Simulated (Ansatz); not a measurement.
What does this script print? It uses the Ansatz DFT code, driven from Python.

`defect.py`
```python
import ansatz
import numpy as np


def main() -> None:
    lattice = ansatz.Lattice.of(
        (0.0, 3.23334, 3.23334),
        (3.23334, 0.0, 3.23334),
        (3.23334, 3.23334, 0.0),
    )
    sites = [
        ("Sn", (0.0, 0.0, 0.0)),
        ("Sn", (0.25, 0.25, 0.25)),
    ]
    xtal = ansatz.Crystal(lattice=lattice)
    for symbol, position in sites:
        xtal = xtal.atom(symbol, position)
    host = xtal.supercell(2)
    defective = host.vacancy("Sn", at=(0.0, 0.0, 0.0))

    def settled(structure):
        return (
            structure.calculation()
            .occupations("fermi_dirac", width=0.05)
            .functional("pbesol", dispersion="d3bj")
            .pseudopotentials("paw")
            .kpoints(2, 2, 2)
            .band_table()
        )


    perfect = settled(host).run(threads=1, pin="off").report
    base = (
        settled(defective)
        .relax(force_tolerance=0.05, max_steps=25)
    )
    done = base.run(threads=1, pin="off")
    summary = done.report

    n_host, n_defect = len(perfect["lattice"]["sites"]), len(summary["lattice"]["sites"])
    print(f"perfect cell: {n_host} atoms, F = {perfect['free_energy_ev']:.4f} eV")
    print(f"defect cell:  {n_defect} atoms, F = {summary['free_energy_ev']:.4f} eV")
    print(f"vacancy formation energy {summary['free_energy_ev'] - perfect['free_energy_ev'] * n_defect / n_host:.3f} eV")

    for site in done.lattice.sites:
        print(f"{site.symbol:2s}", " ".join(f"{v:8.4f}" for v in site.position_ang))

    pull = np.linalg.norm(summary["forces_ev_ang"], axis=1)
    for atom in np.argsort(-pull)[:5]:
        print(f"force on {done.lattice.sites[atom].symbol}{atom}: {pull[atom]:.3f} eV/A")


if __name__ == "__main__":
    main()
```

```console
$ python defect.py
DeckWarning: basis.ecutwfc = 420 eV, auto-derived from the records' recommended cutoffs: set by Sn (normal level)
perfect cell: 16 atoms, F = -95199.4490 eV
defect cell:  15 atoms, F = -89248.1652 eV
vacancy formation energy 1.318 eV
Sn   1.4912   1.4912   1.4912
Sn   3.2333   3.2333   0.0234
Sn   4.9754   4.9754   1.4912
Sn   3.2333   0.0234   3.2333
Sn   4.9754   1.4912   4.9754
Sn   6.4433   3.2333   3.2333
Sn   8.0907   4.8427   4.8427
Sn   0.0234   3.2333   3.2333
Sn   1.4912   4.9754   4.9754
Sn   3.2333   6.4433   3.2333
Sn   4.8427   8.0907   4.8427
Sn   3.2333   3.2333   6.4433
Sn   4.8427   4.8427   8.0907
Sn   6.4667   6.4667   6.4667
Sn   8.0907   8.0907   8.0907
force on Sn4: 0.010 eV/A
force on Sn2: 0.010 eV/A
force on Sn0: 0.010 eV/A
force on Sn8: 0.010 eV/A
force on Sn10: 0.006 eV/A
```
(Warnings from the package without file and line.)

Reading the output:
- Total energies depend on the potentials; only differences at equal settings carry meaning. A total without «per atom» is that of the whole cell that was run.
- The supercell is small, so the defect meets its images and the energies aren't those of an isolated defect; a partly filled defect level may also lower its energy by spin or distortion. For a charged cell the difference holds no correction, alignment or term for the electrons' reservoir.
- Timing: 80 s on 1 thread of AMD EPYC 7B13 (Zen 3) (shared host), peak memory 0.95 GiB.
